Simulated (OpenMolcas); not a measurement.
# InHCl2 (InCl2H): SSB-D (no dispersion term)/def2-TZVP (core potential, electric field -0.002 a.u., field axis x)

What is the vertical singlet–triplet gap of InHCl2 (InCl2H) at SSB-D (no dispersion term)/def2-TZVP (core potential, electric field -0.002 a.u., field axis x)? 

Program for the calculation: OpenMolcas 26.06.

3 further runs of the same task are left out: 3 set aside as unsound or not needed.

## (1) Starting point

The species is InHCl2 (4 atoms), meant as a singlet with charge 0. As SMILES, `[H][In]([Cl])[Cl]`. Geometry: a GFN2-xTB relaxation, a rough one for these elements and not checked as a minimum.

Bond lengths: In1–Cl2 2.286 Å, In1–Cl3 2.286 Å, In1–H4 1.709 Å. Angles: Cl2–In1–Cl3 113.5°, Cl2–In1–H4 123.2°, Cl3–In1–H4 123.2°.

## (2) The energy at SSB-D (no dispersion term)/def2-TZVP (core potential, electric field -0.002 a.u., field axis x)

File run.inp:

```
&GATEWAY
 Coord
 4
 angstrom
 In      -0.101990      -0.171200       0.000100
 Cl       2.182270      -0.073550       0.013530
 Cl      -1.103820       1.883910      -0.015020
 H       -0.976460      -1.639160       0.001390
 Basis=def2-TZVP
 Group=NoSym

&SEWARD

&FFPT
 Dipole
 X 0.002

&SCF
 KSDFT=SSBD
 PrOrbitals=1 1
```

Launch:

```console
$ export MOLCAS_MEM=1860
$ pymolcas run.inp > run.log
```

Output:

```text
--- Start Module: gateway ---
[...]
--- Stop Module: gateway /rc=_RC_ALL_IS_WELL_ ---
[...]
      Basis functions          130
[...]
--- Start Module: ffpt ---
[...]
--- Stop Module: ffpt /rc=_RC_ALL_IS_WELL_ ---
--- Start Module: scf ---
[...]
 ###    WARNING:  Find_Functional: Dispersion corrections are                ###
 ###    not implemented!                                                     ###
 ###############################################################################
[...]
       Convergence after  15 Iterations
[...]
::    Total KS-DFT energy                           -1115.1476595372
[...]
      Total spin, S                                     0.0000000000
[...]
      Total electronic charge=   56.000000
      Total            charge=   -0.000000
[...]
      Dipole Moment (debye):
      Origin of the operator (angstrom)=    0.1346    0.2259   -0.0002
                   X= -1.4703E+00               Y= -1.8522E+00               Z=  3.5256E-04           Total=  2.3649E+00
      Quadrupole Moment (debye*angstrom):
[...]
--- Stop Module: scf /rc=_RC_ALL_IS_WELL_ ---
[...]
```

It took 26 s on 1 thread of Intel Xeon 6975P-C (Granite Rapids), shared host; peak memory 0.91 GiB.

## (3) The triplet, same level

File run.input:

```
* Cl2HIn Kohn-Sham DFT

&GATEWAY
  Coord
  4
  angstrom
  In      -0.101990      -0.171200       0.000100
  Cl       2.182270      -0.073550       0.013530
  Cl      -1.103820       1.883910      -0.015020
  H       -0.976460      -1.639160       0.001390
  Basis=def2-TZVP
  Group=NoSym

&SEWARD

&FFPT
  Dipole
  X 0.002

&SCF
  UHF
  Spin=3
  KSDFT=SSBD
  PrOrbitals=1 1
```

Launch:

```console
$ export MOLCAS_MEM=1860
$ pymolcas run.input > run.log
```

Output:

```text
--- Start Module: gateway ---
[...]
--- Stop Module: gateway /rc=_RC_ALL_IS_WELL_ ---
[...]
      Basis functions          130
[...]
--- Start Module: ffpt ---
[...]
--- Stop Module: ffpt /rc=_RC_ALL_IS_WELL_ ---
--- Start Module: scf ---
[...]
 ###    WARNING:  Find_Functional: Dispersion corrections are                ###
 ###    not implemented!                                                     ###
 ###############################################################################
[...]
       Convergence after  30 Iterations
[...]
::    Total KS-DFT energy                           -1114.9639602881
[...]
      Total spin, S                                     1.0014566227
[...]
      Total electronic charge=   56.000000
      Total            charge=   -0.000000
[...]
      Dipole Moment (debye):
      Origin of the operator (angstrom)=    0.1346    0.2259   -0.0002
                   X= -1.3966E+00               Y= -1.2715E+00               Z=  3.2650E-03           Total=  1.8887E+00
      Quadrupole Moment (debye*angstrom):
[...]
--- Stop Module: scf /rc=_RC_ALL_IS_WELL_ ---
[...]
```

Run time: 48 s. Hardware: 1 thread of Intel Xeon 6975P-C (Granite Rapids), shared host; peak memory 0.91 GiB.

## (4) What came out

At SSB-D (no dispersion term)/def2-TZVP (core potential, electric field -0.002 a.u., field axis x):

```
                                        quantity           value
                           singlet: total energy  -1115.14766 Eh
                          singlet: dipole moment          2.36 D
                          singlet: HOMO–LUMO gap         5.16 eV
                           triplet: total energy  -1114.96396 Eh
                          triplet: dipole moment          1.89 D
                                   triplet: ⟨S²⟩           2.004
vertical energy of the triplet above the singlet        4.999 eV
```

At this shape the triplet lies 5.00 eV (482 kJ/mol) above the singlet. Mulliken charges (singlet) run from -0.41 on Cl2 to +0.84 on In1; they depend strongly on the basis.
